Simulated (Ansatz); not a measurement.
Write a Python script for the Python package of Ansatz (0.2.0) that makes a test of the smearing width of KPdO₃, space group Pm-3m. Use (first run): LDA, PAW, the default cutoff (420 eV here), 5×5×5 k-points, Gaussian smearing of 0.5 eV. The script varies width (eV): 0.5, 0.3, 0.2, 0.1.

```
CELL_PARAMETERS angstrom
4.07008 0.00000 0.00000
0.00000 4.07008 0.00000
0.00000 0.00000 4.07008
ATOMIC_POSITIONS crystal
K 0.00000 0.00000 0.00000
Pd 0.50000 0.50000 0.50000
O 0.50000 0.50000 0.00000
O 0.50000 0.00000 0.50000
O 0.00000 0.50000 0.50000
```

`smear.py`:
```python
"""How the energy of KPdO3 depends on the smearing."""

import ansatz as az
from tabulate import tabulate

structure = (
    az.Lattice.of((4.070076, 0.0, 0.0), (0.0, 4.070076, 0.0), (0.0, 0.0, 4.070076))
    .atom("K", (0.0, 0.0, 0.0))
    .atom("Pd", (0.5, 0.5, 0.5))
    .atom("O", (0.5, 0.5, 0.0))
    .atom("O", (0.5, 0.0, 0.5))
    .atom("O", (0.0, 0.5, 0.5))
)

job = structure.calculation()
job = job.functional("lda")
job = job.pseudopotentials("paw").kpoints(5)
job = job.scf(tolerance=1e-08)
job = job.forces()
job = job.stress()

rows = []
for value in [0.5, 0.3, 0.2, 0.1]:
    r = job.occupations("gaussian", width=value).run(threads=1).report
    rows.append((value, r["free_energy_ev"] / len(r["lattice"]["sites"]), r["n_iterations"], sum(r["stress_gpa"][i][i] for i in range(3)) / 3, max(abs(f) for row in r["forces_ev_ang"] for f in row), r["n_kpoints"]))

print(tabulate(rows, headers=["width (eV)", "F/atom (eV)", "iterations", "P (GPa)", "max component (eV/A)", "k-points"], floatfmt=".4f", tablefmt="plain"))

# the last row is the reference
for row in rows[:-1]:
    shift = 1000 * (row[1] - rows[-1][1])
    print(f"{row[0]}: {shift:+.2f} meV/atom" + ("  (within 5 meV)" if abs(shift) < 5 else ""))
```

Output of `python smear.py`:
```text
DeckWarning: basis.ecutwfc = 420 eV, auto-derived from the records' recommended cutoffs: set by K (normal level)
DeckWarning: output.stress: scf.convergence.dr2_threshold = 1e-8 eV is looser than the 5e-10 eV advised for a printed stress (1e-10 eV for each atom of the cell: 5). What an SCF threshold leaves in a [...]
  width (eV)    F/atom (eV)    iterations    P (GPa)    max component (eV/A)    k-points
      0.5000     -2000.3315             9   -12.1766                  0.0000          10
      0.3000     -2000.2762             9   -12.5253                  0.0000          10
      0.2000     -2000.2525            10   -12.6696                  0.0000          10
      0.1000     -2000.2329            10   -12.8003                  0.0000          10
0.5: -98.59 meV/atom
0.3: -43.26 meV/atom
0.2: -19.57 meV/atom
```
(Warnings from the package without file and line, shortened.)

Going from 0.1 to 0.5 eV changes F by -98.6 meV an atom. The report's estimate for zero width moves by -31.9 meV, so the entropy term explains only part of the change. The pressure moves from -12.80 to -12.18 GPa.

Caveats:
- The cell holds an odd number of electrons and is run without spin, so a magnetic state may lie lower.
- For a metal this k-point mesh is coarse: on a finer one energies can move by several to tens of meV an atom and pressures by half a GPa or more, differences at one mesh by less.
- The free energy holds a sizeable smearing term, which stands for no physical temperature.
- Forces vanish by symmetry here and test nothing.
- The narrowest width needs the finest mesh, so the last row is no converged reference.
- Pressure is positive in compression.
- At these settings the cell as given stands under about -12 GPa, so it isn't at this functional's equilibrium volume.
- The structure comes from a database of computed cells and needn't be a stable or known phase.
- Run time: 5.6 s on 1 thread of Intel(R) Xeon(R) Platinum 8488C (Sapphire Rapids), with other jobs on the host, peak memory 0.4 GiB.

(Lines on the test bed's own set-up are left out of the output.)
